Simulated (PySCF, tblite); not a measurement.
# C₅H₉P₂Si−: geometry, infrared bands and NMR shifts

Aim: predict the infrared bands and NMR shifts of C₅H₉P₂Si− (`Cc1pc([SiH3])[p-]c1C`).

Programs: tblite 0.8.0 and PySCF 2.14.0, with density-fitted response routines of our own. Each step states its level of theory. These are calculated values for one molecule in the gas phase, unless marked as measured. Atoms are numbered from 0 throughout.

### 1 The molecule as given

17 atoms, charge -1, multiplicity 1; geometry from: force field or distance geometry start.

Bonds of the start (Å): C0–C1 1.46, C1–P2 1.86, P2–C3 1.75, C3–Si4 1.84, C3–P5 1.76, P5–C6 1.63, C6–C7 1.49, C6–C1 1.50, C0–H8 1.13, C0–H9 1.14, C0–H10 1.11, Si4–H11 1.49, Si4–H12 1.48, Si4–H13 1.45, C7–H14 1.10, C7–H15 1.12, C7–H16 1.12.

### 2 Relaxing the molecule with GFN2-xTB

Job settings and geometry (Å):

```
{"job": {"kind": "relax", "xc": "GFN2-xTB", "basis": "xTB"}, "charge": -1, "multiplicity": 1}
C     -2.184700    -1.291500    -0.785800
C     -0.896200    -0.697300    -0.442200
P      0.863800    -1.203300    -0.781600
C      1.890900     0.003000    -0.045200
Si     3.715400    -0.187200    -0.179800
P      0.658600     1.039200     0.654700
C     -0.869800     0.558300     0.371000
C     -1.855900     1.481900     0.989800
H     -2.226100    -2.399600    -0.566400
H     -3.029200    -0.832400    -0.174100
H     -2.461200    -1.134100    -1.845100
H      4.171600     0.376400    -1.479100
H      4.288200     0.686300     0.870300
H      4.150800    -1.560200     0.009100
H     -2.839400     1.208600     0.586000
H     -1.783800     1.426600     2.107700
H     -1.600000     2.537400     0.700800
```

On the command line:

```
$ OMP_NUM_THREADS=1 python probes_run.py task.json out
```

This one command runs all jobs of the session in turn.

**Question.** This job is followed by: GFN2-xTB harmonic vibrations, gas phase; GIAO PBE0/pcSseg-1 NMR shielding, non-relativistic, gas phase. Predict these results of the whole session: strongest single infrared mode (GFN2-xTB); zero-point energy (GFN2-xTB); ¹³C shifts against TMS (PBE0/pcSseg-1, means over atoms taken as alike); ¹H shifts against TMS (PBE0/pcSseg-1, means over atoms taken as alike); ³¹P shifts against H3PO4 (PBE0/pcSseg-1, means over atoms taken as alike); ²⁹Si shifts against TMS (PBE0/pcSseg-1).

As calculated:

| quantity | value |
| --- | --- |
| strongest single infrared mode (GFN2-xTB) | 2086 cm⁻¹, 498 km/mol |
| zero-point energy (GFN2-xTB) | 73.5 kcal/mol |
| ¹³C shifts against TMS (PBE0/pcSseg-1, means over atoms taken as alike) | 162.9, 149.5, 19.3 ppm |
| ¹H shifts against TMS (PBE0/pcSseg-1, means over atoms taken as alike) | 4.65, 2.56 ppm |
| ³¹P shifts against H3PO4 (PBE0/pcSseg-1, means over atoms taken as alike) | 234.9 ppm |
| ²⁹Si shifts against TMS (PBE0/pcSseg-1) | -82.8 ppm |

**Reading.** Relaxing lowered the energy by 2.067 eV in 103 steps; the close pair that moved most is P5–C6, from 1.627 to 1.754 Å. The lowest mode is imaginary (26i cm⁻¹), so the xTB geometry is not a minimum. The strongest single mode, at 2086 cm⁻¹, moves mainly H11. GFN2-xTB is a fitted tight-binding method: band positions and strengths are rough. Its intensities can rank the bands wrongly. At PBE0/pcSseg-1: The largest span, 324 ppm, is at P2, P5, where the paramagnetic term is -888 ppm. NICS(1)zz of -26 ppm above the planar ring from C1 marks a diatropic (aromatic) ring current.
